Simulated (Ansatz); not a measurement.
# TiPt3: the cost of one run

Method: DFT PBEsol, scalar-relativistic, in Ansatz 0.2.0.

### Step 1. The starting structure

The structure is cubic, space group Pm-3m (No. 221). The conventional cell has a = 3.897 Å, b = 3.897 Å, c = 3.897 Å, α = 90.00°, β = 90.00°, γ = 90.00°. Ti (site symmetry m-3m) has 12 Pt at 2.76 Å as nearest neighbours. Around Pt (site symmetry 4/mmm) lie 4 Ti at 2.76 Å and 8 Pt at 2.76 Å.

As a file:

```
Ti Pt
1.0
     3.89700    0.00000    0.00000
     0.00000    3.89700    0.00000
     0.00000    0.00000    3.89700
Ti Pt
1 3
Direct
  0.00000 0.00000 0.00000
  0.00000 0.50000 0.50000
  0.50000 0.00000 0.50000
  0.50000 0.50000 0.00000
```

Atoms are numbered in the order of the input: Ti1, Pt2, Pt3, Pt4.

### Step 2. The deformed structure

Space group Pm-3m before, P4/mmm after.

### Step 3. Full-potential LAPW

Input file input.yaml:

```yaml
crystal:
  lattice:
    - [3.81906, 0.0, 0.0]
    - [0.0, 3.81906, 0.0]
    - [0.0, 0.0, 3.897]
  atoms:
    - { symbol: Ti, position: [0.0, 0.0, 0.0] }
    - { symbol: Pt, position: [0.0, 0.5, 0.5] }
    - { symbol: Pt, position: [0.5, 0.0, 0.5] }
    - { symbol: Pt, position: [0.5, 0.5, 0.0] }
kpoints:
  mp_grid: { grid: [9, 9, 9] }
  band_path:
    path:
      - [0.0, 0.0, 0.0]
      - [0.0, 0.5, 0.0]
      - [0.5, 0.5, 0.0]
      - [0.0, 0.0, 0.0]
      - [0.0, 0.0, 0.5]
      - [0.0, 0.5, 0.5]
      - [0.5, 0.5, 0.5]
      - [0.0, 0.0, 0.5]
      - [0.0, 0.5, 0.0]
    npoints: 5
scf:
  occupations: { method: fermi_dirac, width: 0.05 }
hamiltonian:
  xc: pbesol
  pseudopotentials: { kind: all_electron, lapw: { basis_error: 0.0005 } }
output:
  forces: true
  stress: true
  eigenvalues: true
```

Run with:

```console
$ ansatz run input.yaml --threads 1 --pin off --max-ram 4096MiB --backend cpu --events-out ev --progress --plain --runs-dir out
```

What time and memory should one allow on 1 thread of Intel Xeon 6975P-C (Granite Rapids), shared host?

About 1.8 min, with a peak of 1.2 GiB.
